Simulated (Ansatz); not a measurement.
# ZnWO4: the cost of one run

Computed with Ansatz 0.2.0 (DFT r2SCAN, scalar-relativistic, plane waves, PAW, unless a step's input says otherwise).

**1. The starting structure**

It takes space group P2/c (No. 13, monoclinic). Conventional cell: a = 4.693 Å, b = 5.721 Å, c = 4.928 Å, α = 90.00°, β = 90.63°, γ = 90.00°. Around Zn (site symmetry 2) lie 6 O at 2.03 to 2.23 Å. W (site symmetry 2) has 6 O at 1.79 to 2.13 Å as nearest neighbours. Around O (site symmetry 1) lie 1 W at 1.79 Å and 2 Zn at 2.09 to 2.23 Å. O (site symmetry 1) has 2 W at 1.91 to 2.13 Å and 1 Zn at 2.03 Å as nearest neighbours.

Coordinates:

```
CELL_PARAMETERS angstrom
4.69263 0.00000 0.00000
0.00000 5.72129 0.00000
-0.05437 0.00000 4.92775
ATOMIC_POSITIONS crystal
Zn 0.50000 0.68330 0.25000
Zn 0.50000 0.31670 0.75000
W 0.00000 0.18230 0.25000
W 0.00000 0.81770 0.75000
O 0.25470 0.37720 0.40050
O 0.74530 0.37720 0.09950
O 0.74530 0.62280 0.59950
O 0.25470 0.62280 0.90050
O 0.21710 0.89550 0.43600
O 0.78290 0.89550 0.06400
O 0.78290 0.10450 0.56400
O 0.21710 0.10450 0.93600
```

The structure rests on an entry of the Crystallography Open Database; cell or positions may have been set otherwise for this series.

**2. Relaxing the atoms: ZnWO4, no spin**

Contents of input.yaml:

```yaml
crystal:
  lattice:
    - [4.69263, 0.0, 0.0]
    - [0.0, 5.72129, 0.0]
    - [-0.0543662595, 0.0, 4.9277501065]
  atoms:
    - { symbol: Zn, position: [0.5, 0.6833, 0.25] }
    - { symbol: Zn, position: [0.5, 0.3167, 0.75] }
    - { symbol: W, position: [0.0, 0.1823, 0.25] }
    - { symbol: W, position: [0.0, 0.8177, 0.75] }
    - { symbol: O, position: [0.2547, 0.3772, 0.4005] }
    - { symbol: O, position: [0.7453, 0.3772, 0.0995] }
    - { symbol: O, position: [0.7453, 0.6228, 0.5995] }
    - { symbol: O, position: [0.2547, 0.6228, 0.9005] }
    - { symbol: O, position: [0.2171, 0.8955, 0.436] }
    - { symbol: O, position: [0.7829, 0.8955, 0.064] }
    - { symbol: O, position: [0.7829, 0.1045, 0.564] }
    - { symbol: O, position: [0.2171, 0.1045, 0.936] }
scf:
  occupations: { method: fixed }
output:
  forces: true
  stress: true
  eigenvalues: true
  write_density: true
  write_potential: true
  elf: true
  volumetric_format: npy
kpoints:
  mp_grid: { grid: [5, 4, 5] }
hamiltonian:
  xc: r2scan
relax:
  f_tol: 0.005
  max_steps: 60
```

On the command line:

```console
> ansatz run input.yaml --threads 8 --pin off --max-ram 32768MiB --backend cpu --events-out ev --progress --plain --runs-dir out
```

Q: Estimate wall time and peak memory on 8 threads of Intel Xeon Platinum 8259CL at 2.50GHz (Skylake/Cascade Lake), shared host.

About 37 s, with a peak of 1.4 GiB.
